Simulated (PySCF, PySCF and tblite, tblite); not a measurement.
**C8H10: conformers and averaged spectra**

Which conformers does C8H10 (`CCc1ccccc1`) populate, and what do their averaged NMR parameters look like?

Programs: PySCF 2.14.0 with density-fitted response routines of our own, and tblite 0.8.0. All values are computed, except where a source is named. Atoms count from 0 throughout.

## Step 1: The molecule as given

18 atoms, charge 0, multiplicity 1; geometry from: MMFF94s geometry.

Bonds of the start (Å): C0–C1 1.54, C0–H10 1.08, C0–H8 1.10, C0–H9 1.10, C1–C2 1.50, C1–H11 1.09, C1–H12 1.08, C2–C3 1.41, C2–C7 1.40, C3–C4 1.40, C3–H13 1.09, C4–C5 1.40, C4–H14 1.09, C5–C6 1.39, C5–H15 1.09, C6–C7 1.40, C6–H16 1.09, C7–H17 1.10.

## Step 2: GFN2-xTB relaxation, conformer 1

The job: settings as JSON, then the geometry in Å.

```
{"job": {"xc": "GFN2-xTB", "basis": "xTB", "kind": "relax"}, "charge": 0, "multiplicity": 1}
C      2.454200    -0.572500     0.358700
C      1.590300     0.046900    -0.752700
C      0.151400     0.119700    -0.347200
C     -0.353900     1.261600     0.303900
C     -1.696400     1.319800     0.697200
C     -2.557900     0.257900     0.409900
C     -2.068100    -0.870300    -0.244200
C     -0.720800    -0.937900    -0.614200
H      2.396100     0.020100     1.280000
H      2.112800    -1.588400     0.600800
H      3.490800    -0.617500     0.045700
H      1.964400     1.041700    -0.983900
H      1.691800    -0.547600    -1.651000
H      0.309600     2.088600     0.536700
H     -2.074300     2.212100     1.203800
H     -3.600200     0.312700     0.719300
H     -2.735000    -1.700800    -0.451000
H     -0.363600    -1.839700    -1.123400
```

Started as:

```
OMP_NUM_THREADS=1 python ens_run.py task.json out
```

The driver reads the study from task.json and runs its stages one after another.

What it wrote:

```text
step      E/eV     max force
  0    -604.44179    0.831
  1    -604.47132    0.390
  2    -604.48492    0.212
  3    -604.49052    0.146
  4    -604.49224    0.095
  5    -604.49294    0.055
  6    -604.49341    0.045
  7    -604.49385    0.046
  8    -604.49416    0.037
  9    -604.49416    0.037
 10    -604.49428    0.026
 11    -604.49446    0.024
 12    -604.49453    0.022
 13    -604.49471    0.029
 14    -604.49483    0.030
 15    -604.49495    0.026
 16    -604.49507    0.036
 17    -604.49519    0.030
 18    -604.49529    0.024
 19    -604.49537    0.020
 20    -604.49544    0.022
 21    -604.49553    0.029
 22    -604.49565    0.032
 23    -604.49580    0.033
 24    -604.49592    0.024
 25    -604.49601    0.019
 26    -604.49606    0.017
 27    -604.49609    0.013
 28    -604.49612    0.012
 29    -604.49615    0.013
 30    -604.49619    0.018
 31    -604.49625    0.020
 32    -604.49630    0.018
 33    -604.49636    0.015
 34    -604.49641    0.022
 35    -604.49646    0.024
 36    -604.49650    0.018
 37    -604.49653    0.012
 38    -604.49655    0.009
 39    -604.49656    0.011
 40    -604.49657    0.008
 41    -604.49658    0.005
 42    -604.49658    0.004
```

Wall time 0.26 s (1 thread of Intel Xeon at 2.60GHz, shared host).

Relaxing gained 0.055 eV and moved the atoms by 0.04 Å on average (rms).

## Step 3: DFT optimisation, start 1: PBE0-D3(BJ)/def2-SVP

The job: settings as JSON, then the geometry in Å.

```
{"job": {"kind": "geom", "xc": "PBE0", "basis": "def2-SVP", "d3": "d3bj", "grid": 1, "maxiter": 40}, "charge": 0, "multiplicity": 1}
C      2.413433    -0.569166     0.369425
C      1.589275     0.050602    -0.760750
C      0.140922     0.132897    -0.370330
C     -0.350552     1.248817     0.294589
C     -1.674235     1.308695     0.692263
C     -2.525922     0.249050     0.431431
C     -2.046002    -0.869231    -0.228369
C     -0.721716    -0.925525    -0.624515
H      2.329648     0.032194     1.271938
H      2.054994    -1.571580     0.592640
H      3.462300    -0.629647     0.087944
H      1.971978     1.049940    -0.978054
H      1.696605    -0.559477    -1.660010
H      0.310327     2.079718     0.498859
H     -2.042531     2.184256     1.207426
H     -3.560081     0.295066     0.739750
H     -2.705501    -1.699887    -0.435152
H     -0.351701    -1.800404    -1.140742
```

What it wrote:

```text
step      E/eV     max force
  0     -8443.52346   0.6803
  1     -8443.57476   0.1607
  2     -8443.57532   0.0071
```

Wall time 31 s (1 thread of Intel Xeon at 2.60GHz, shared host); peak memory 0.64 GiB.

Gain 0.052 eV; displacement 0.03 Å root mean square.

## Step 4: Shieldings, conformer 1: PBE0/pcSseg-1 in chloroform

The job: settings as JSON, then the geometry in Å.

```
{"job": {"xc": "PBE0", "basis": "pcSseg-1", "solvent": "chloroform", "kind": "nmr", "pop": true}, "charge": 0, "multiplicity": 1}
C      2.449675    -0.577543     0.361385
C      1.596789     0.044759    -0.741277
C      0.141619     0.133192    -0.365057
C     -0.362261     1.258964     0.296812
C     -1.697445     1.321991     0.691137
C     -2.555412     0.254720     0.429520
C     -2.067468    -0.872959    -0.229299
C     -0.731516    -0.930560    -0.621422
H      2.385686     0.011731     1.289185
H      2.107716    -1.597417     0.596169
H      3.508777    -0.633219     0.065304
H      1.975472     1.053005    -0.975345
H      1.699831    -0.547638    -1.665091
H      0.304429     2.101750     0.502632
H     -2.071288     2.212317     1.203097
H     -3.603381     0.303390     0.735060
H     -2.733322    -1.712856    -0.443167
H     -0.356661    -1.817309    -1.141300
```

What it wrote:

```text
coarse grid: 14888 points
cycle   1  E = -310.3733503101  dE =  1.061e+00  |g| = 3.741e-01  |ddm| = 3.940e+00
cycle   2  E = -310.3773144277  dE = -3.964e-03  |g| = 3.729e-01  |ddm| = 8.529e-01
cycle   3  E = -310.4145223611  dE = -3.721e-02  |g| = 2.118e-02  |ddm| = 3.607e-01
cycle   4  E = -310.4145861324  dE = -6.377e-05  |g| = 1.330e-02  |ddm| = 3.035e-02
cycle   5  E = -310.4146263643  dE = -4.023e-05  |g| = 4.476e-03  |ddm| = 1.464e-02
cycle   6  E = -310.4146311060  dE = -4.742e-06  |g| = 1.161e-03  |ddm| = 4.407e-03
final grid: 143384 points
cycle   7  E = -310.4617796516  dE = -3.696e-05  |g| = 7.521e-03  |ddm| = 4.751e-02
cycle   8  E = -310.4617782513  dE =  1.400e-06  |g| = 8.012e-03  |ddm| = 1.430e-02
cycle   9  E = -310.4617949007  dE = -1.665e-05  |g| = 7.070e-04  |ddm| = 6.927e-03
cycle  10  E = -310.4617950177  dE = -1.169e-07  |g| = 2.696e-04  |ddm| = 9.042e-04
cycle  11  E = -310.4617950369  dE = -1.929e-08  |g| = 6.049e-05  |ddm| = 2.960e-04
cycle  12  E = -310.4617950378  dE = -8.619e-10  |g| = 2.227e-05  |ddm| = 6.812e-05
converged SCF energy = -310.4617950378

GIAO shielding tensors (ppm)
atom      isotropic    diamagn.    paramagn.     s11        s22        s33       span
  0 C      163.435     246.330     -82.895    152.366    153.264    184.674     32.308
  1 C      151.440     245.005     -93.566    136.976    145.555    171.788     34.813
  2 C       32.714     260.856    -228.142    -64.824    -11.298    174.263    239.087
  3 C       50.140     251.596    -201.456    -55.674     41.954    164.140    219.814
  4 C       50.082     254.011    -203.928    -61.066     36.332    174.981    236.048
  5 C       53.090     254.162    -201.071    -56.658     38.353    177.576    234.234
  6 C       50.084     254.002    -203.918    -61.085     36.330    175.008    236.093
  7 C       50.117     251.622    -201.505    -55.792     41.708    164.435    220.227
  8 H       30.202      29.651       0.550     25.766     29.563     35.276      9.510
  9 H       30.199      29.663       0.535     25.736     29.585     35.276      9.540
 10 H       29.882      27.207       2.675     26.065     26.125     37.457     11.392
 11 H       28.721      30.435      -1.715     24.533     27.881     33.747      9.214
 12 H       28.706      30.404      -1.699     24.556     27.830     33.730      9.174
 13 H       23.786      32.795      -9.010     20.137     22.826     28.394      8.257
 14 H       23.693      29.914      -6.221     20.284     24.241     26.554      6.270
 15 H       23.809      29.265      -5.456     20.506     24.651     26.270      5.764
 16 H       23.691      29.921      -6.231     20.280     24.236     26.556      6.275
 17 H       23.782      32.800      -9.018     20.132     22.800     28.413      8.282
```

It took 24 s on 1 thread of Intel Xeon at 2.60GHz, shared host; peak memory 1.2 GiB.

In short: HOMO -7.04 eV, LUMO -0.19 eV; dipole 0.52 D.

## Step 5: Single-point energy, conformer 1: B3LYP/def2-TZVP in chloroform

Changed since step 4:

```diff
@@ -1,2 +1,2 @@
-{"job": {"xc": "PBE0", "basis": "pcSseg-1", "solvent": "chloroform", "kind": "nmr", "pop": true}, "charge": 0, "multiplicity": 1}
+{"job": {"xc": "B3LYP", "basis": "def2-TZVP", "solvent": "chloroform", "kind": "sp"}, "charge": 0, "multiplicity": 1}
 C      2.449675    -0.577543     0.361385
```

What it wrote:

```text
coarse grid: 14888 points
cycle   1  E = -310.9479481179  dE =  9.726e-01  |g| = 4.802e-01  |ddm| = 3.347e+00
cycle   2  E = -310.9327879590  dE =  1.516e-02  |g| = 5.405e-01  |ddm| = 8.609e-01
cycle   3  E = -311.0116048686  dE = -7.882e-02  |g| = 3.271e-02  |ddm| = 4.933e-01
cycle   4  E = -311.0117816109  dE = -1.767e-04  |g| = 1.834e-02  |ddm| = 3.862e-02
cycle   5  E = -311.0118447946  dE = -6.318e-05  |g| = 8.874e-03  |ddm| = 1.774e-02
cycle   6  E = -311.0118642282  dE = -1.943e-05  |g| = 1.497e-03  |ddm| = 6.500e-03
cycle   7  E = -311.0118647712  dE = -5.430e-07  |g| = 4.860e-04  |ddm| = 1.321e-03
final grid: 143384 points
cycle   8  E = -310.9988391679  dE = -7.549e-05  |g| = 6.041e-03  |ddm| = 1.235e-01
cycle   9  E = -310.9988363273  dE =  2.841e-06  |g| = 6.739e-03  |ddm| = 1.101e-02
cycle  10  E = -310.9988482482  dE = -1.192e-05  |g| = 7.221e-04  |ddm| = 5.523e-03
cycle  11  E = -310.9988483285  dE = -8.031e-08  |g| = 4.773e-04  |ddm| = 8.126e-04
cycle  12  E = -310.9988483898  dE = -6.131e-08  |g| = 6.491e-05  |ddm| = 3.536e-04
cycle  13  E = -310.9988483907  dE = -9.284e-10  |g| = 2.208e-05  |ddm| = 7.320e-05
converged SCF energy = -310.9988483907
```

Wall time 24 s (1 thread of Intel Xeon at 2.60GHz, shared host); peak memory 1.1 GiB.

This run: HOMO -6.74 eV, LUMO -0.37 eV; dipole 0.51 D.

## Step 6: Couplings, conformer 1: B3LYP/pcSseg-1+pcJ-1

Changed since step 5:

```diff
@@ -1,2 +1,2 @@
-{"job": {"xc": "B3LYP", "basis": "def2-TZVP", "solvent": "chloroform", "kind": "sp"}, "charge": 0, "multiplicity": 1}
+{"job": {"xc": "B3LYP", "basis": {"default": "pcSseg-1", "H": "pcJ-1"}, "nuclei": ["H", "F", "P", "Si", "B"], "kind": "j"}, "charge": 0, "multiplicity": 1}
 C      2.449675    -0.577543     0.361385
```

What it wrote:

```text
coarse grid: 14888 points
cycle   1  E = -310.7383191439  dE =  9.735e-01  |g| = 4.568e-01  |ddm| = 3.737e+00
cycle   2  E = -310.7247065277  dE =  1.361e-02  |g| = 5.201e-01  |ddm| = 9.330e-01
cycle   3  E = -310.7981544198  dE = -7.345e-02  |g| = 3.177e-02  |ddm| = 5.086e-01
cycle   4  E = -310.7981943174  dE = -3.990e-05  |g| = 2.741e-02  |ddm| = 5.508e-02
cycle   5  E = -310.7983760533  dE = -1.817e-04  |g| = 9.424e-03  |ddm| = 3.264e-02
cycle   6  E = -310.7983991154  dE = -2.306e-05  |g| = 2.268e-03  |ddm| = 1.002e-02
cycle   7  E = -310.7984004202  dE = -1.305e-06  |g| = 2.844e-04  |ddm| = 2.092e-03
final grid: 143384 points
cycle   8  E = -310.8631305285  dE = -4.579e-05  |g| = 5.828e-03  |ddm| = 3.424e-02
cycle   9  E = -310.8631273918  dE =  3.137e-06  |g| = 6.759e-03  |ddm| = 1.136e-02
cycle  10  E = -310.8631395250  dE = -1.213e-05  |g| = 6.637e-04  |ddm| = 6.373e-03
cycle  11  E = -310.8631396079  dE = -8.295e-08  |g| = 3.799e-04  |ddm| = 9.608e-04
cycle  12  E = -310.8631396478  dE = -3.985e-08  |g| = 6.156e-05  |ddm| = 3.850e-04
cycle  13  E = -310.8631396487  dE = -8.515e-10  |g| = 2.316e-05  |ddm| = 7.203e-05
converged SCF energy = -310.8631396487

Indirect spin-spin couplings (Hz)
  i      j    bonds     total        FC       PSO       DSO        SD
  8 H    9 H    2    -14.442   -14.319     2.233    -2.355         -
  8 H   10 H    2    -13.694   -13.543     2.399    -2.551         -
  8 H   11 H    3      4.676     4.759     0.380    -0.463         -
  8 H   12 H    3     16.755    17.142     2.356    -2.743         -
  8 H   13 H    5      0.205     0.046    -0.908     1.067         -
  8 H   16 H    6     -0.192    -0.044     0.641    -0.789         -
  9 H   10 H    2    -13.713   -13.563     2.398    -2.548         -
  9 H   11 H    3     16.749    17.136     2.356    -2.743         -
  9 H   12 H    3      4.673     4.756     0.381    -0.464         -
  9 H   14 H    6     -0.194    -0.044     0.646    -0.795         -
  9 H   17 H    5      0.210     0.042    -0.947     1.115         -
 10 H   11 H    3      3.966     4.068     0.345    -0.448         -
 10 H   12 H    3      3.984     4.086     0.344    -0.445         -
 10 H   13 H    5     -0.199    -0.103     0.536    -0.632         -
 10 H   15 H    7     -0.307    -0.154     0.751    -0.905         -
 10 H   17 H    5     -0.201    -0.106     0.534    -0.629         -
 11 H   12 H    2    -14.009   -13.985     1.884    -1.908         -
 11 H   13 H    4     -0.357    -0.608    -1.417     1.667         -
 11 H   15 H    6     -0.522    -0.326     0.890    -1.086         -
 11 H   16 H    5      0.206     0.411     1.048    -1.254         -
 11 H   17 H    4     -0.537    -0.330     1.199    -1.405         -
 12 H   13 H    4     -0.556    -0.351     1.186    -1.391         -
 12 H   14 H    5      0.211     0.416     1.045    -1.250         -
 12 H   15 H    6     -0.544    -0.348     0.889    -1.085         -
 12 H   17 H    4     -0.376    -0.622    -1.397     1.642         -
 13 H   14 H    3      8.483     8.702     0.070    -0.289         -
 13 H   15 H    4      0.767     1.082     1.464    -1.780         -
 13 H   16 H    5      0.362     0.686     1.476    -1.800         -
 13 H   17 H    4      1.521     1.850     1.548    -1.877         -
 14 H   15 H    3      8.262     8.503     0.194    -0.434         -
 14 H   16 H    4      0.898     1.224     1.507    -1.833         -
 14 H   17 H    5      0.363     0.687     1.475    -1.800         -
 15 H   16 H    3      8.259     8.499     0.194    -0.434         -
 15 H   17 H    4      0.767     1.082     1.464    -1.779         -
 16 H   17 H    3      8.490     8.710     0.069    -0.289         -
```

Wall time 34 s (1 thread of Intel Xeon at 2.60GHz, shared host); peak memory 1 GiB.

Key values: HOMO -6.75 eV, LUMO -0.32 eV; dipole 0.35 D.

## Step 7: Averages: properties at PBE0/pcSseg-1 in chloroform

The job: settings as JSON, then the geometry in Å.

```
{"job": {"study": "conf", "smiles": "CCc1ccccc1", "search": {"seed": 6518, "n_embed": 90, "ff_keep": 14, "window": 3.0, "nmax": 8, "temps": [150, 200, 250, 298.15, 400], "t_ref": 298.15, "order": 0.001, "geom": true}, "level": {"nmr": {"xc": "PBE0", "basis": "pcSseg-1", "solvent": "chloroform"}, "sp": {"xc": "B3LYP", "basis": "def2-TZVP", "solvent": "chloroform"}, "j": {"xc": "B3LYP", "basis": {"default": "pcSseg-1", "H": "pcJ-1"}, "nuclei": ["H", "F", "P", "Si", "B"], "top": 4}}, "kind": "conf"}, "charge": 0, "multiplicity": 1}
C      2.449675    -0.577543     0.361385
C      1.596789     0.044759    -0.741277
C      0.141619     0.133192    -0.365057
C     -0.362261     1.258964     0.296812
C     -1.697445     1.321991     0.691137
C     -2.555412     0.254720     0.429520
C     -2.067468    -0.872959    -0.229299
C     -0.731516    -0.930560    -0.621422
H      2.385686     0.011731     1.289185
H      2.107716    -1.597417     0.596169
H      3.508777    -0.633219     0.065304
H      1.975472     1.053005    -0.975345
H      1.699831    -0.547638    -1.665091
H      0.304429     2.101750     0.502632
H     -2.071288     2.212317     1.203097
H     -3.603381     0.303390     0.735060
H     -2.733322    -1.712856    -0.443167
H     -0.356661    -1.817309    -1.141300
```

What it wrote:

```text
conformer  sym    E(xTB)   E(DFT)   G(298.15 K)  weight  dipole/D
    1     Cs      0.000    0.000    0.000   1.0000    0.509

mean shielding (ppm) by class
class atoms           150 K      200 K      250 K   298.15 K      400 K
  0 C  0            163.435    163.435    163.435    163.435    163.435
  1 C  1             151.44     151.44     151.44     151.44     151.44
  2 C  2             32.714     32.714     32.714     32.714     32.714
  3 C  3,7           50.129     50.129     50.129     50.129     50.129
  4 C  4,6           50.083     50.083     50.083     50.083     50.083
  5 C  5              53.09      53.09      53.09      53.09      53.09
  6 H  8,9,10        30.094     30.094     30.094     30.094     30.094
  7 H  11,12         28.713     28.713     28.713     28.713     28.713
  8 H  13,17         23.784     23.784     23.784     23.784     23.784
  9 H  14,16         23.692     23.692     23.692     23.692     23.692
 10 H  15            23.809     23.809     23.809     23.809     23.809
```

It took 83 s on 1 thread of Intel Xeon at 2.60GHz, shared host. This counts the runs that the step sums up.

The search (ETKDG and KDG, MMFF94s, GFN2-xTB) embedded 90 structures, kept 1 distinct ones after the force field and 1 after xTB; 1 was carried on (window 3.0 kcal/mol at the search's own energies). Energies: B3LYP/def2-TZVP in chloroform with D3(BJ).

The conformers at 298 K:

| no. | group | mirror pair | ΔE xTB | ΔE DFT | ΔG | weight (%) | μ (D) | C0–C1–C2–C3 (°) | A, B, C (GHz) |
| --- | --- | --- | --- | --- | --- | --- | --- | --- | --- |
| 1 | Cs | no | 0.00 | 0.00 | 0.00 | 100.0 | 0.51 | 89 | 4.53, 1.47, 1.22 |

Energies in kcal/mol. ΔG holds xTB vibrations and rotation, symmetry numbers and mirror pairs.

Shifts against references run at the same level (13C TMS 185.2, 1H TMS 31.25 ppm of shielding), by class of atoms, at 298 K:

| atoms | environment | average | measured |
| --- | --- | --- | --- |
| C2 | substituted aromatic carbon | 152.5 | – |
| C4, C6 | aromatic CH | 135.1 | – |
| C3, C7 | aromatic CH | 135.0 | – |
| C5 | aromatic CH | 132.1 | – |
| C1 | sp3 CH2 on an aromatic ring | 33.7 | 29.1 |
| C0 | methyl carbon | 21.7 | 15.8 |
| H14, H16 | hydrogen on an aromatic CH | 7.55 | – |
| H13, H17 | hydrogen on an aromatic CH | 7.46 | – |
| H15 | hydrogen on an aromatic CH | 7.44 | – |
| H11, H12 | hydrogen on an sp3 CH2 on an aromatic ring | 2.53 | 2.63 |
| H8, H9, H10 | hydrogen on a methyl carbon | 1.15 | 1.21 |

Measured: solution, not stated per compound (mostly CDCl3 or CCl4); Pretsch, Buehlmann, Badertscher, Structure Determination of Organic Compounds, 4th ed. (2009).

Couplings (Hz, B3LYP/pcSseg-1+pcJ-1; one pair named for each class, the eight largest averages at most for each number of bonds), from conformers that hold 100 % of the weight:

| pair | bonds | average |
| --- | --- | --- |
| H11–H12 | 2 | -14.0 |
| H8–H9 | 2 | -13.9 |
| H13–H14 | 3 | 8.5 |
| H8–H11 | 3 | 8.5 |
| H14–H15 | 3 | 8.3 |
| H13–H17 | 4 | 1.5 |
| H14–H16 | 4 | 0.9 |
| H13–H15 | 4 | 0.8 |

Effective distances for nuclear Overhauser effects, ⟨r⁻⁶⟩^(−1/6) as a mean over all pairs of two classes, so longer than the nearest pair where a class holds remote atoms (Å): H14···H15 2.49; H8···H11 2.63; H11···H13 2.73; H13···H14 2.78; H8···H13 3.49.

## Step 8: Summary of results

```
                                         quantity                                                 value
                                       conformers  1; the first in weight is no. 1 (Cs), 100 % at 298 K
                          root-mean-square dipole                                                0.51 D
averaged 13C shifts (PBE0/pcSseg-1 in chloroform)            152.5, 135.1, 135.0, 132.1, 33.7, 21.7 ppm
 averaged 1H shifts (PBE0/pcSseg-1 in chloroform)                      7.55, 7.46, 7.44, 2.53, 1.15 ppm
```

What this shows: The search found one conformer in the window, so the averages are its own values. Against 2 measured 13C shifts the average misses by 5.3 ppm. Against 2 measured 1H shifts the average misses by 0.08 ppm. Vibration is missing from the shifts, so part of that gap is not the functional's.
